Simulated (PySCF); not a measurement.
# ZrNCl: relaxation and vibrations of the singlet

Aim: relax ZrNCl as a singlet from a linear start, check by its vibrations whether the end is a minimum, and collect its spectrum and constants.

Method: PBE0, basis Zr def2-TZVP with ECP28, N def2-TZVP, Cl def2-TZVP, scalar-relativistic core potentials, no spin–orbit coupling, density fitting; program: PySCF 2.14.0.

**1. Starting geometry**

3 atoms, charge 0, spin multiplicity 1.

Bond lengths: Zr1–N2 1.870 Å, Zr1–Cl3 2.530 Å. Angles: N2–Zr1–Cl3 180.0°.

Z-matrix (Å, degrees; charge 0 multiplicity 1):
```
Zr
N  1 1.8700
Cl 1 2.5300 2 180.00
```

**2. Relaxation: linear start, singlet**

One driver script runs all steps and calls PySCF; scf.py shows how it sets up the SCF of each step. The optimiser is the driver's own. Before each start the driver seeks the lowest SCF state from one or more starting densities and follows internal instabilities, so scf.py alone need not reach the same state.

The program finds C∞v symmetry in the start, which this walk keeps.

File scf.py:

```python
from pyscf import gto, scf, dft
mol = gto.M(atom='''
Zr     0.000000     0.000000    -0.448495
N      0.000000     0.000000    -2.318495
Cl     0.000000     0.000000     2.081505''',
    basis={'Zr': 'def2-TZVP', 'N': 'def2-TZVP', 'Cl': 'def2-TZVP'},
    ecp={'Zr': 'def2-TZVP'},
    charge=0, spin=0)
mf = dft.RKS(mol, xc='PBE0')
mf.grids.atom_grid = (50, 194)
aux = {'Zr': 'def2-universal-JKFIT', 'N': 'def2-universal-JKFIT', 'Cl': 'def2-universal-JKFIT'}
mf = mf.density_fit(auxbasis=aux)
mf.kernel()
```

The runs that follow: Hessian and properties; Following the imaginary mode; Frequencies.

Before running it: what results should come out? Wanted: minimum; geometry; wavenumbers; dipole moment; highest occupied, lowest empty level; polar-tensor charge of Zr1; zero-point energy; atomisation energy.

The runs gave:

| quantity | value |
| --- | --- |
| minimum | singlet, Cs |
| geometry | Zr–Cl 2.410 Å, Zr–N 1.689 Å; Cl–Zr–N 112.2° |
| wavenumbers (cm⁻¹) | 179 (a'), 367 (a'), 1058 (a') |
| dipole moment | 7.11 D |
| highest occupied, lowest empty level | -6.44, -2.86 eV |
| polar-tensor charge of Zr1 | +1.58 e |
| zero-point energy | 9.6 kJ/mol |
| entropy at 298.15 K | 290.6 J/(mol K) |
| atomisation energy (no zero-point energy) | 1023 kJ/mol |

What this shows: The linear start (C∞v) ends in a minimum of Cs symmetry, after a stop at a second-order saddle point 69.5 kJ/mol higher, from which it was pushed off along an imaginary mode. In the infrared the band at 1058 cm⁻¹ (a', stretch) leads. With 7.1 D the molecule is strongly polar. Other starts or spin states, not run here, may lie lower.
